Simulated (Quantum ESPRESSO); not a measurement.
# Y3F (Pm-3m) in Quantum ESPRESSO: single point with LDA+U

Aim: the single point of Y3F with LDA+U.

Everything below comes from runs of Quantum ESPRESSO 7.5. Logs are shortened: lines on timing, memory, paths and dates and some standing lists are left out, and cuts for length are marked.

## (1) The undisturbed crystal

Symmetry: Pm-3m, No. 221, cubic system. Conventional cell: a = 4.818 Å, b = 4.818 Å, c = 4.818 Å, α = 90.00°, β = 90.00°, γ = 90.00°. Y (site symmetry 4/mmm) is surrounded by 8 Y at 3.41 Å and 4 F at 3.41 Å. Around F (site symmetry m-3m) lie 12 Y at 3.41 Å.

The cell was built by a generator and needn't be a form met in nature.

## (2) Single point, LDA+U (atoms moved at random, drawn with an rms of 0.15 Å)

Contents of pw.in:

```
&CONTROL
  calculation = 'scf'
  prefix = 'pwscf'
  outdir = './tmp'
  pseudo_dir = './pseudo'
  tprnfor = .true.
  tstress = .true.
  disk_io = 'low'
/
&SYSTEM
  ibrav = 0
  celldm(1) = 8
  nat = 4
  ntyp = 2
  ecutwfc = 45
  ecutrho = 360
  nbnd = 31
  occupations = 'smearing'
  smearing = 'fd'
  degauss = 0.00367493
/
&ELECTRONS
  conv_thr = 8d-10
  electron_maxstep = 120
  mixing_beta = 0.3
/
ATOMIC_SPECIES
Y     88.9058 y_lda_v1.4.uspp.F.UPF
F     18.9984 f_lda_v1.4.uspp.F.UPF
CELL_PARAMETERS alat
  1.1379718128307   0.0000000000000   0.0000000000000
  0.0000000000000   1.1379718128307   0.0000000000000
  0.0000000000000   0.0000000000000   1.1379718128307
ATOMIC_POSITIONS crystal
Y      0.0160270000    0.5238300000    0.4789130000
Y      0.5017870000   -0.0065760000    0.5008300000
Y      0.5149040000    0.5191300000    0.0306460000
F     -0.0068580000    0.0035100000    0.0119730000
K_POINTS automatic
4 4 4 0 0 0
HUBBARD {atomic}
U Y-4d 4.5
```

Contents of scf2.in:

```
&CONTROL
  calculation = 'scf'
  prefix = 'pwscf'
  outdir = './tmp'
  pseudo_dir = './pseudo'
  tprnfor = .true.
  tstress = .true.
  disk_io = 'low'
/
&SYSTEM
  ibrav = 0
  celldm(1) = 8
  nat = 4
  ntyp = 2
  ecutwfc = 45
  ecutrho = 360
  nbnd = 31
  occupations = 'smearing'
  smearing = 'fd'
  degauss = 0.00367493
/
&ELECTRONS
  conv_thr = 1d-11
  electron_maxstep = 120
  mixing_beta = 0.3
  startingpot = 'file'
  startingwfc = 'file'
/
ATOMIC_SPECIES
Y     88.9058 y_lda_v1.4.uspp.F.UPF
F     18.9984 f_lda_v1.4.uspp.F.UPF
CELL_PARAMETERS alat
  1.1379718128307   0.0000000000000   0.0000000000000
  0.0000000000000   1.1379718128307   0.0000000000000
  0.0000000000000   0.0000000000000   1.1379718128307
ATOMIC_POSITIONS crystal
Y      0.0160270000    0.5238300000    0.4789130000
Y      0.5017870000   -0.0065760000    0.5008300000
Y      0.5149040000    0.5191300000    0.0306460000
F     -0.0068580000    0.0035100000    0.0119730000
K_POINTS automatic
4 4 4 0 0 0
HUBBARD {atomic}
U Y-4d 4.5
```

Potentials or basis: GBRV 1.5 LDA.

On the command line:

```sh
OMP_NUM_THREADS=1 pw.x -in pw.in > pw.out
OMP_NUM_THREADS=1 pw.x -in scf2.in > scf2.out
```

pw.out:

```text
This program is part of the open-source Quantum ESPRESSO suite
     for quantum simulation of materials; please cite
[... 6 lines left out ...]
     --------------------
     sticks:   dense  smooth     PW     G-vecs:    dense   smooth      PW
     Sum        2377    1201    349                87079    30839    4945

     Using Slab Decomposition

     bravais-lattice index     =            0
     lattice parameter (alat)  =       8.0000  a.u.
     unit-cell volume          =     754.5091 (a.u.)^3
     number of atoms/cell      =            4
     number of atomic types    =            2
     number of electrons       =        40.00
     number of Kohn-Sham states=           31
     kinetic-energy cutoff     =      45.0000  Ry
     charge density cutoff     =     360.0000  Ry
     scf convergence threshold =      8.0E-10
     mixing beta               =       0.3000
     number of iterations used =            8  plain     mixing
     Exchange-correlation=  SLA  PZ   NOGX NOGC
                           (   1   1   0   0   0   0   0)
     Hubbard projectors: atomic
     Hubbard parameters of DFT+U (Dudarev formulation) in eV:
     U(Y-4d) =  4.5000

     Internal variables: lda_plus_u =T, lda_plus_u_kind = 0

     Internal variables: orbital_resolved =F, hub_pot_fix =F, apply_U = F

     celldm(1)=   8.000000  celldm(2)=   0.000000  celldm(3)=   0.000000
     celldm(4)=   0.000000  celldm(5)=   0.000000  celldm(6)=   0.000000

     crystal axes: (cart. coord. in units of alat)
               a(1) = (   1.137972   0.000000   0.000000 )
               a(2) = (   0.000000   1.137972   0.000000 )
               a(3) = (   0.000000   0.000000   1.137972 )

     reciprocal axes: (cart. coord. in units 2 pi/alat)
               b(1) = (  0.878756  0.000000  0.000000 )
               b(2) = (  0.000000  0.878756  0.000000 )
               b(3) = (  0.000000  0.000000  0.878756 )

     PseudoPot. # 1 for Y  read from file:
     y_lda_v1.4.uspp.F.UPF
     Pseudo is Ultrasoft + core correction, Zval = 11.0
     Generated by new atomic code, or converted to UPF format
     Using radial grid of  885 points,  6 beta functions with:
                l(1) =   0
                l(2) =   0
                l(3) =   1
                l(4) =   1
                l(5) =   2
                l(6) =   2
     Q(r) pseudized with  8 coefficients,  rinner =    1.200   1.200   1.200
                                                       1.200   1.200

     PseudoPot. # 2 for F  read from file:
     f_lda_v1.4.uspp.F.UPF
     Pseudo is Ultrasoft, Zval =  7.0
     Generated by new atomic code, or converted to UPF format
     Using radial grid of  799 points,  4 beta functions with:
                l(1) =   0
                l(2) =   0
                l(3) =   1
                l(4) =   1
     Q(r) pseudized with  8 coefficients,  rinner =    0.950   0.950   0.950

     atomic species   valence    mass     pseudopotential
     Y                11.00    88.90580     Y ( 1.00)
     F                 7.00    18.99840     F ( 1.00)

     No symmetry found

   Cartesian axes

     site n.     atom                  positions (alat units)
         1        Y      tau(   1) = (   0.0182383   0.5961038   0.5449895  )
         2        Y      tau(   2) = (   0.5710195  -0.0074833   0.5699304  )
         3        Y      tau(   3) = (   0.5859462   0.5907553   0.0348743  )
         4        F      tau(   4) = (  -0.0078042   0.0039943   0.0136249  )

     number of k points=    36  Fermi-Dirac smearing, width (Ry)=  0.0037
                       cart. coord. in units 2pi/alat
        k(    1) = (   0.0000000   0.0000000   0.0000000), wk =   0.0312500
        k(    2) = (   0.0000000   0.0000000   0.2196891), wk =   0.0625000
        k(    3) = (   0.0000000   0.0000000  -0.4393782), wk =   0.0312500
        k(    4) = (   0.0000000   0.2196891   0.2196891), wk =   0.0625000
        k(    5) = (   0.0000000   0.2196891  -0.4393782), wk =   0.0625000
        k(    6) = (   0.0000000  -0.4393782  -0.4393782), wk =   0.0312500
[... 28 lines left out ...]
        k(   35) = (  -0.4393782   0.2196891   0.4393782), wk =   0.0625000
        k(   36) = (  -0.4393782   0.4393782   0.2196891), wk =   0.0625000

     Dense  grid:    87079 G-vectors     FFT dimensions: (  60,  60,  60)

     Smooth grid:    30839 G-vectors     FFT dimensions: (  40,  40,  40)

     Check: negative core charge=   -0.000001

     Initial potential from superposition of free atoms

     starting charge      39.9887, renormalised to      40.0000

     STARTING HUBBARD OCCUPATIONS:

     =================== HUBBARD OCCUPATIONS ===================
     ------------------------ ATOM    1 ------------------------
     Tr[ns(  1)] =   1.00000
     eigenvalues:
       0.100  0.100  0.100  0.100  0.100
     eigenvectors (columns):
       1.000  0.000  0.000  0.000  0.000
       0.000  1.000  0.000  0.000  0.000
       0.000  0.000  1.000  0.000  0.000
       0.000  0.000  0.000  1.000  0.000
       0.000  0.000  0.000  0.000  1.000
     occupation matrix ns (before diag.):
       0.100  0.000  0.000  0.000  0.000
       0.000  0.100  0.000  0.000  0.000
       0.000  0.000  0.100  0.000  0.000
       0.000  0.000  0.000  0.100  0.000
       0.000  0.000  0.000  0.000  0.100
     ------------------------ ATOM    2 ------------------------
     Tr[ns(  2)] =   1.00000
     eigenvalues:
       0.100  0.100  0.100  0.100  0.100
[... 13 lines left out ...]
     Tr[ns(  3)] =   1.00000
     eigenvalues:
       0.100  0.100  0.100  0.100  0.100
     eigenvectors (columns):
       1.000  0.000  0.000  0.000  0.000
       0.000  1.000  0.000  0.000  0.000
       0.000  0.000  1.000  0.000  0.000
       0.000  0.000  0.000  1.000  0.000
       0.000  0.000  0.000  0.000  1.000
     occupation matrix ns (before diag.):
       0.100  0.000  0.000  0.000  0.000
       0.000  0.100  0.000  0.000  0.000
       0.000  0.000  0.100  0.000  0.000
       0.000  0.000  0.000  0.100  0.000
       0.000  0.000  0.000  0.000  0.100

     Number of occupied Hubbard levels =    3.0000

     Atomic wfc used for Hubbard projectors are NOT orthogonalized

     Starting wfcs are   43 randomized atomic wfcs

     Self-consistent Calculation

     iteration #  1     ecut=    45.00 Ry     beta= 0.30
     Davidson diagonalization with overlap
     ethr =  1.00E-02,  avg # of iterations =  2.0

     =================== HUBBARD OCCUPATIONS ===================
     ------------------------ ATOM    1 ------------------------
     Tr[ns(  1)] =   2.69773
     eigenvalues:
       0.082  0.132  0.294  0.399  0.442
     eigenvectors (columns):
      -0.015  0.856  0.517  0.017 -0.007
       0.018  0.009  0.021 -0.844  0.535
      -1.000 -0.007 -0.018 -0.010  0.019
       0.012  0.517 -0.856 -0.013  0.003
       0.011  0.000 -0.006  0.536  0.844
     occupation matrix ns (before diag.):
       0.175 -0.003 -0.002 -0.072  0.000
      -0.003  0.411  0.006  0.001  0.019
      -0.002  0.006  0.082  0.003  0.004
      -0.072  0.001  0.003  0.251 -0.000
       0.000  0.019  0.004 -0.000  0.430
[... 280 lines left out ...]
     total energy              =    -325.96573865 Ry
     estimated scf accuracy    <          8.5E-10 Ry

     iteration # 37     ecut=    45.00 Ry     beta= 0.30
     Davidson diagonalization with overlap
     ethr =  2.13E-12,  avg # of iterations =  4.9

     End of self-consistent calculation

     =================== HUBBARD OCCUPATIONS ===================
     ------------------------ ATOM    1 ------------------------
     Tr[ns(  1)] =   2.95039
     eigenvalues:
       0.071  0.081  0.090  0.566  0.667
     eigenvectors (columns):
       0.840  0.525 -0.140 -0.003  0.002
       0.003  0.005  0.006  0.748 -0.664
       0.015 -0.281 -0.960  0.007 -0.002
       0.543 -0.804  0.243 -0.000 -0.002
       0.001 -0.000  0.003  0.664  0.748
     occupation matrix ns (before diag.):
       0.074 -0.002  0.001 -0.005 -0.000
      -0.002  0.611  0.003  0.001 -0.050
       0.001  0.003  0.089 -0.002  0.001
      -0.005  0.001 -0.002  0.078 -0.001
      -0.000 -0.050  0.001 -0.001  0.623
     ------------------------ ATOM    2 ------------------------
     Tr[ns(  2)] =   2.92479
     eigenvalues:
       0.071  0.079  0.092  0.601  0.619
[... 87 lines left out ...]
          k = 0.2197-0.4394-0.4394 (  3832 PWs)   bands (ev):

   -33.8973 -33.8770 -33.8009 -14.2820 -14.2125 -14.1772 -14.0644 -13.8186
   -13.7843 -13.7467 -13.4350 -13.3486 -13.0125   4.2071   4.2219   4.4458
     6.9026   7.0222   7.1751   9.6783  10.3032  10.3846  10.8748  11.0975
    11.1355  11.2746  11.8694  12.3778  13.0422  13.1570  13.2402

          k =-0.4394-0.4394-0.4394 (  3840 PWs)   bands (ev):

   -33.9387 -33.8947 -33.8660 -14.3158 -14.3036 -14.2686 -14.2031 -13.7530
   -13.7481 -13.6902 -13.3651 -13.3173 -12.8732   4.2905   4.3027   4.3111
     6.3131   6.4719   6.6637  10.0042  10.7709  10.8397  10.8947  11.2465
    11.3156  11.3219  11.9081  12.8181  12.9017  12.9671  13.6285

          k = 0.2197 0.0000 0.0000 (  3851 PWs)   bands (ev):

   -33.8184 -33.6786 -33.6200 -14.2218 -14.1768 -14.1705 -13.9934 -13.9625
   -13.8592 -13.5742 -13.4876 -13.4324 -13.1980   4.1724   4.4609   4.4893
     5.6659   7.9982   8.3134   8.5177  10.0848  10.8154  11.0579  11.2972
    11.3317  11.8385  12.5180  13.0468  13.1693  13.7862  13.9973
[... 169 lines left out ...]
          k =-0.4394 0.4394 0.2197 (  3832 PWs)   bands (ev):

   -33.9040 -33.8473 -33.8349 -14.2583 -14.2228 -14.1973 -14.0707 -13.8273
   -13.7911 -13.7164 -13.4559 -13.3278 -13.0133   4.2078   4.2147   4.4475
     6.8625   7.0020   7.2115   9.6666  10.3506  10.3824  10.8557  11.1166
    11.1845  11.2184  11.8278  12.5136  13.0176  13.0902  13.2320

     the Fermi energy is     9.4077 ev

!    total energy              =    -325.96573865 Ry
     estimated scf accuracy    <          5.2E-10 Ry
     smearing contrib. (-TS)   =      -0.00181846 Ry
     internal energy E=F+TS    =    -325.96392019 Ry

     The total energy is F=E-TS. E is the sum of the following terms:
     one-electron contribution =     -90.27445707 Ry
     hartree contribution      =      58.43878418 Ry
     xc contribution           =     -91.10170327 Ry
     ewald contribution        =    -203.71784477 Ry
     Hubbard energy            =       0.69130073 Ry

     convergence has been achieved in  37 iterations

     Forces acting on atoms (cartesian axes, Ry/au):

     atom    1 type  1   force =    -0.01348718   -0.02156430    0.04062074
     atom    2 type  1   force =     0.01305852    0.04708353    0.02528058
     atom    3 type  1   force =     0.00333092   -0.02174273   -0.07009870
     atom    4 type  2   force =    -0.00290226   -0.00377650    0.00419737

     Total force =     0.103737     Total SCF correction =     0.000011

     Computing stress (Cartesian axis) and pressure

          total   stress  (Ry/bohr**3)                   (kbar)     P=       84.89
   0.00060161   0.00000644  -0.00000500           88.50        0.95       -0.74
   0.00000644   0.00055432   0.00002472            0.95       81.54        3.64
  -0.00000500   0.00002472   0.00057520           -0.74        3.64       84.61

=------------------------------------------------------------------------------=
   JOB DONE.
=------------------------------------------------------------------------------=
```

Run time: 14 min. Hardware: 1 thread of Intel Xeon at 2.50GHz (Skylake/Cascade Lake), shared host; peak memory 0.44 GiB.

What came out:

| Quantity | Value |
| --- | --- |
| Free energy | -4434.9898 eV |
| Pressure | 8.5 GPa |
| Largest force | 1.889 eV/Å |
| Band gap on the k mesh | none (metal or under the smearing width) |

Forces in eV/Å, atoms in the order of the input:
```
Y   -0.347 -0.554  1.044
Y    0.336  1.211  0.650
Y    0.086 -0.559 -1.802
F   -0.075 -0.097  0.108
```

Eigenvalues of the final occupation matrices:
| site | spin | trace | eigenvalues |
| --- | --- | --- | --- |
| Y 1 4d | each | 1.48 | 0.07 0.08 0.09 0.57 0.67 |
| Y 2 4d | each | 1.46 | 0.07 0.08 0.09 0.60 0.62 |
| Y 3 4d | each | 1.47 | 0.07 0.08 0.09 0.60 0.62 |

Caveat: the k mesh is coarse; U without spin polarisation on a metal has little footing.
